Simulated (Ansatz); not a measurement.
**CH₄Cl₂SSi: a ladder of functionals and wavefunction methods**

An exercise on one series of results from a longer session: the logs are not shown, and one member is left open.

The runs use Ansatz 0.2.0, Gaussian basis; functionals in def2-TZVPP, the program's frozen cores in correlated methods.

Levels to be run: PBE-D4, r2SCAN-D4, PBE0-D4, B3LYP-D4, ωB97X-V, ωB97M-V, B2PLYP; CCSD(T)/def2-TZVPP; MP2/def2-QZVPP; extrapolation to the limit.

### The relaxed structure

All runs share one geometry, relaxed beforehand with PBE0-D4 in a triple-zeta def2 set.

SMILES `S[SiH](Cl)CCl`, 9 atoms, charge 0, spin multiplicity 1.

Atoms are counted from 1 here; the program's logs count them from 0.

Bond lengths: S1–Si2 2.121 Å, S1–H6 1.347 Å, Si2–Cl3 2.051 Å, Si2–C4 1.874 Å, Si2–H7 1.479 Å, C4–Cl5 1.787 Å, C4–H8 1.090 Å, C4–H9 1.091 Å. Angles: Si2–S1–H6 92.1°, S1–Si2–Cl3 106.3°, S1–Si2–C4 111.6°, S1–Si2–H7 112.9°, Cl3–Si2–C4 108.3°, Cl3–Si2–H7 108.6°, C4–Si2–H7 109.0°, Si2–C4–Cl5 107.4°, Si2–C4–H8 112.3°, Si2–C4–H9 111.7°, Cl5–C4–H8 108.1°, Cl5–C4–H9 107.8°, H8–C4–H9 109.3°.

The first run:

The input, in.yaml:

```yaml
crystal:
  periodic: [false, false, false]
  atoms:
    - {symbol: S, position_ang: [0.994462, 1.938803, -0.608736]}
    - {symbol: Si, position_ang: [0.793086, -0.142855, -0.257356]}
    - {symbol: Cl, position_ang: [2.368155, -0.678564, 0.941374]}
    - {symbol: C, position_ang: [-0.798412, -0.539124, 0.649463]}
    - {symbol: Cl, position_ang: [-2.152418, -0.105190, -0.432486]}
    - {symbol: H, position_ang: [-0.185272, 1.993206, -1.255809]}
    - {symbol: H, position_ang: [0.851025, -0.943489, -1.499151]}
    - {symbol: H, position_ang: [-0.902805, 0.033974, 1.570284]}
    - {symbol: H, position_ang: [-0.879221, -1.603162, 0.875418]}
basis:
  gaussian: {orbitals: def2-TZVPP}
hamiltonian: {xc: pbe, dispersion: d4}
output: {forces: true, orbitals: {seedname: orbitals}}
```

Command:

```console
$ ansatz run in.yaml --threads 4 --pin off --events-out ev --progress --plain --max-ram 10444MiB
```

Steps of the session up to this table: PBE-D4 (GGA); r2SCAN-D4 (meta-GGA); PBE0-D4 (hybrid); B3LYP-D4 (hybrid); ωB97X-V (range-separated); ωB97M-V (range-separated); B2PLYP (double hybrid); CCSD(T) in def2-TZVPP; MP2 in def2-QZVPP.

One of the session's tables, all rows but one given; the rest of the session is left out.

It belongs to the step «Atomisation energies». 

```
            method  atomisation energy (eV)
            PBE-D4                   31.012
         r2SCAN-D4                   30.741
           PBE0-D4                   30.654
          B3LYP-D4                   30.276
           ωB97X-V                   30.774
           ωB97M-V                   30.790
            B2PLYP                   29.934
     HF/def2-TZVPP                   22.280
    MP2/def2-TZVPP                   30.234
   CCSD/def2-TZVPP                   29.074
CCSD(T)/def2-TZVPP                   29.612
           MP2/CBS                        ?
       CCSD(T)/CBS                   30.606
```

Estimate the missing values for MP2/CBS.

**Answer.** atomisation energy (eV): 31.227. In the column «atomisation energy (eV)» it is the highest.

Caveats from the session: Free atoms (1 S, 1 Si, 2 Cl, 1 C, 4 H) were run apart at each level; the atomisation energy is their sum less the molecule, without zero-point or spin-orbit terms.
